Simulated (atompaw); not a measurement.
# Nb: generating and testing a PAW (atompaw) potential

Aim: build the potential from the settings below, then test how well it stands in for the atom: scattering, ghost states and the plane-wave cutoff that it needs.

The numbers are computed with atompaw 4.2.0.5 (PBE, scalar-relativistic, spin-unpolarised reference atom).

**1. The atom and the settings**

Typed settings, in words:

```
element                 : niobium (Nb, Z = 41)
type                    : PAW
frozen core             : [Ar] 3d10
valence charge          : 13
reference configuration : 4s2 4p6 4d4 5s1 5p0
partial waves           : 4s (bound): rc 2.10 bohr; 5s (bound): rc 2.55 bohr; 4p (bound): rc 1.60 bohr; 5p (bound, empty): rc 2.55 bohr; 4d (bound): rc 2.55 bohr; 4d channel at 3.6 Ry: rc 1.85 bohr
local potential         : troulliermartins scheme with l = 3 at 1 Ry, radius 1.75 bohr
core correction         : smooth core density matched at 1.65 bohr
augmentation charge     : sinc compensation charge, radius 2.00 bohr; PAW radius 2.55 bohr; waves and projectors: custom polynom vanderbiltortho
```

An earlier all-electron run gives the scale for the radii.

All-electron outer shells of the reference configuration (PBE, scalar-relativistic, ld1.x):

```csv
shell,level (eV),outermost node (bohr),outermost maximum (bohr)
3p,-346.84,0.17,0.39
3d,-196.29,–,0.33
4s,-58.39,0.53,1.04
4p,-34.52,0.54,1.12
5s,-3.98,1.41,3.08
4d,-3.04,0.55,1.49
5p,-1.11,1.63,4.26
```

**2. The generation run**

Nb.input reads:

```
Nb 41
GGA-PBE scalarrelativistic loggrid 1500 logderivrange -6 5 276
5 5 4 0 0 0
5 0 1
5 1 0
4 2 4
0 0 0
c
c
c
v
v
c
c
v
v
c
v
2
2.55 2.00 1.75 1.65
n
n
y
3.6
n
custom polynom vanderbiltortho sinc
3 1 troulliermartins
2.10
2.55
1.60
2.55
2.55
1.85
PWSCFOUT
UPFDX 0.0125d0 UPFXMIN -7.d0 UPFZMESH 41.d0
END
```

Command:

```sh
$ atompaw < Nb.input > Nb.log
```

Q: Predict the outcome of this session. Wanted: cutoffs for 10 and 1 mRy, occupied levels; bound ghosts; largest phase difference near zero energy, channels read; lowest eigenvalue of the overlap; share of valence orbitals outside the PAW sphere; UPF file.

As calculated:

| quantity | value |
| --- | --- |
| cutoffs for 10 and 1 mRy, occupied levels | 25 Ry and 45 Ry |
| bound ghosts | d at -17.81 eV |
| largest phase difference near zero energy, channels read | 0.075 rad |
| lowest eigenvalue of the overlap (Bessel basis) | 0.538 (p) |
| share of valence orbitals outside the PAW sphere | 4s 0 %, 5s 81 %, 4p 2 %, 5p 95 %, 4d 29 % |
| UPF file | written |

In words: It has a bound ghost (d), a state that the atom doesn't have, and that rules the file out. It counts as soft on the atom at that tolerance, with 25 Ry needed at the looser tolerance. Of the channels read, p scatters worst near zero energy, by up to 0.08 rad. The pseudo curves have a pole with no partner nearby in the atom's: d at -1.30 Ry. These are tests on the free atom; a crystal test is still owed.
